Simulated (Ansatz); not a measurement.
# C₂H₆GeO: up Jacob's ladder to CCSD(T)

An exercise on one series of results from a longer session: the logs are not shown, and one member is left open.

Computed with Ansatz 0.2.0, Gaussian basis. Level: functionals in def2-TZVPP, the program's frozen cores in correlated methods.

The runs, in order: LDA (SPW92), PBE-D4, revPBE-D4, BLYP-D4, r2SCAN-D4, B97M-V, PBE0-D4, B3LYP-D4, r2SCANh-D4, r2SCAN0-D4, HSE06-D4, BHLYP-D4, CAM-B3LYP-D4, LC-ωPBE, ωB97X-V, ωB97M-V, B2PLYP, PBE-QIDH; CCSD(T)/def2-SVP; CCSD(T)/def2-TZVPP; MP2/def2-QZVPP; extrapolation to the limit; RPA on PBE.

## Structure used throughout

All runs share one geometry, relaxed beforehand with PBE0-D4 in a triple-zeta def2 set.

SMILES `C[CH2][Ge][OH]`, 10 atoms, charge 0, spin multiplicity 1.

Atoms are counted from 1 here; the program's logs count them from 0.

Bond lengths: C1–C2 1.519 Å, C1–H5 1.095 Å, C1–H6 1.094 Å, C1–H7 1.095 Å, C2–Ge3 2.014 Å, C2–H8 1.099 Å, C2–H9 1.099 Å, Ge3–O4 1.789 Å, O4–H10 0.963 Å. Angles: C2–C1–H5 111.8°, C2–C1–H6 112.3°, C2–C1–H7 111.7°, H5–C1–H6 106.6°, H5–C1–H7 107.6°, H6–C1–H7 106.6°, C1–C2–Ge3 118.5°, C1–C2–H8 111.0°, C1–C2–H9 111.0°, Ge3–C2–H8 105.3°, Ge3–C2–H9 105.3°, H8–C2–H9 104.5°, C2–Ge3–O4 99.7°, Ge3–O4–H10 114.7°.

Coordinates:

```mol
C2H6GeO
  3D, bonds by distance, orders not assigned

 10  9  0  0  0  0  0  0  0  0999 V2000
   -0.8247    0.5315    0.0186 C   0  0
   -0.0287   -0.4938    0.8069 C   0  0
    1.7175   -1.1487    0.0454 Ge  0  0
    1.7532   -0.2114   -1.4781 O   0  0
   -1.1109    0.1521   -0.9677 H   0  0
   -1.7520    0.8146    0.5247 H   0  0
   -0.2573    1.4555   -0.1335 H   0  0
   -0.6235   -1.3994    0.9895 H   0  0
    0.2151   -0.1177    1.8100 H   0  0
    0.9944    0.3660   -1.6127 H   0  0
  1  2  8  0
  2  3  8  0
  3  4  8  0
  1  5  8  0
  1  6  8  0
  1  7  8  0
  2  8  8  0
  2  9  8  0
  4 10  8  0
M  END
```

Set-up of the first run:

File in.yaml:

```yaml
crystal:
  periodic: [false, false, false]
  atoms:
    - {symbol: C, position_ang: [-0.824691, 0.531545, 0.018641]}
    - {symbol: C, position_ang: [-0.028724, -0.493784, 0.806867]}
    - {symbol: Ge, position_ang: [1.717510, -1.148652, 0.045372]}
    - {symbol: O, position_ang: [1.753180, -0.211376, -1.478112]}
    - {symbol: H, position_ang: [-1.110861, 0.152072, -0.967724]}
    - {symbol: H, position_ang: [-1.752040, 0.814593, 0.524717]}
    - {symbol: H, position_ang: [-0.257323, 1.455487, -0.133536]}
    - {symbol: H, position_ang: [-0.623451, -1.399411, 0.989479]}
    - {symbol: H, position_ang: [0.215086, -0.117687, 1.809958]}
    - {symbol: H, position_ang: [0.994413, 0.366015, -1.612662]}
basis:
  gaussian: {orbitals: def2-TZVPP}
hamiltonian: {xc: lda}
output: {orbitals: {seedname: orbitals}}
```

Steps of the session up to this table: LDA; PBE-D4 (GGA); revPBE-D4 (GGA); BLYP-D4 (GGA); r2SCAN-D4 (meta-GGA); B97M-V (meta-GGA); PBE0-D4 (hybrid); B3LYP-D4 (hybrid); r2SCANh-D4 (hybrid); r2SCAN0-D4 (hybrid); HSE06-D4 (hybrid); BHLYP-D4 (hybrid); CAM-B3LYP-D4 (range-separated); LC-ωPBE-D4 (range-separated; the results give it without D4); ωB97X-V (range-separated); ωB97M-V (range-separated); B2PLYP (double hybrid); PBE-QIDH (double hybrid).

One table of the session follows, with a row left open; its other results are not shown here.

It belongs to the step «Orbital energies across the functionals». 

```
  functional  HOMO (eV)  LUMO (eV)  gap (eV)
 LDA (SPW92)      -5.49      -2.79      2.70
      PBE-D4      -5.34      -2.56      2.78
   revPBE-D4      -5.29      -2.47      2.82
     BLYP-D4      -5.23      -2.48      2.75
   r2SCAN-D4          ?          ?         ?
      B97M-V      -5.60      -2.42      3.18
     PBE0-D4      -6.41      -1.76      4.65
    B3LYP-D4      -6.25      -2.01      4.24
  r2SCANh-D4      -5.98      -2.18      3.80
  r2SCAN0-D4      -6.57      -1.72      4.85
    HSE06-D4      -6.02      -2.14      3.88
    BHLYP-D4      -7.39      -0.92      6.48
CAM-B3LYP-D4      -7.71      -0.73      6.98
     LC-ωPBE      -8.97       0.44      9.41
     ωB97X-V      -8.65       0.33      8.97
     ωB97M-V      -8.54       0.21      8.75
```

**Question.** Estimate the row for r2SCAN-D4.

Worked estimate for «HOMO (eV)». Against the share of exact exchange, r2SCANh-D4 (0.1, -5.98), r2SCAN0-D4 (0.25, -6.57) give a slope of -3.93 per unit share; at 0 the line stands at -5.59.

**Answer.** HOMO (eV): -5.58; LUMO (eV): -2.48; gap (eV): 3.10. In «HOMO (eV)» the line misses by -0.01.
